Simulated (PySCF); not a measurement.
**LiTe+: from the state search to spectroscopic constants**

An exercise on one series of results from a longer session: the logs are not shown, and one member is left open.

Method: Li cc-pVDZ, Te cc-pVDZ-PP with ECP28, scalar-relativistic core potentials; program: PySCF 2.14.0.

Set-up of the first run:

Settings of the job:

* atoms: Li, Te
* charge: 1
* basis: Li cc-pVDZ, Te cc-pVDZ-PP with ECP28
* Hamiltonian: scalar-relativistic core potentials
* basis functions: 37
* electrons treated: 26
* masses in u: 7.0160, 129.9062
* levels: PBE0, PBE, r²SCAN, M06-2X, BLYP, revPBE, LC-ωPBE, HF, MP2, SCS-MP2, CCSD, CCSD(T)
* grid: 80 radial by 434 angular points
* occupations: held fixed by the projection of orbital angular momentum
* dissociation limit: Li+ + Te, each in its ground configuration
* starting distance in angstrom: 2.705
* values of 2S to try: 0, 2

Run with:

```sh
> OMP_NUM_THREADS=1 python dia.py task.json out
```

Steps of the session up to this table: The job; The PBE0 curve of the state that the search chose; Higher solutions at PBE0; PBE (GGA); r²SCAN; M06-2X; BLYP; revPBE; LC-ωPBE (range-separated hybrid); UHF (mean field); Correlated methods on the Hartree–Fock reference.

One table of the session follows, with a row left open; its other results are not shown here.

It belongs to the step «The curves together». Energy (eV) from each level's lowest point:

```
R (Å)    UHF  UHF-MP2  UHF-SCS-MP2  UHF-CCSD  UHF-CCSD(T)
2.405  0.320    0.316        0.320       n/a          n/a
2.517  0.152    0.149        0.152     0.152        0.152
2.629  0.055    0.053        0.054     0.054        0.054
2.713  0.016    0.015        0.016     0.016        0.016
2.797  0.000    0.000        0.000     0.000        0.000
2.881  0.001    0.002        0.001     0.001        0.001
2.993  0.020    0.024        0.022     0.024        0.024
3.133      ?        ?            ?         ?            ?
3.300  0.138    0.150        0.148     0.152        0.153
3.524  0.246    0.265        0.262       n/a          n/a
```

Estimate the missing values for R (Å) = 3.133.

Worked estimate for «UHF». A straight line through the neighbours (2.993, 0.020) and (3.300, 0.138) gives 0.020 + (0.138 − 0.020) × (3.133 − 2.993) / (3.300 − 2.993) = 0.074; a parabola fitted to 4 rows on both sides gives 0.069.

**Answer.** UHF: 0.066; UHF-MP2: 0.073; UHF-SCS-MP2: 0.071; UHF-CCSD: 0.073; UHF-CCSD(T): 0.074. In «UHF» the line misses by +0.008 and the parabola by +0.003.

State 3 has its PBE0 minimum 0.82 eV higher. The other levels ran on the lowest alone.
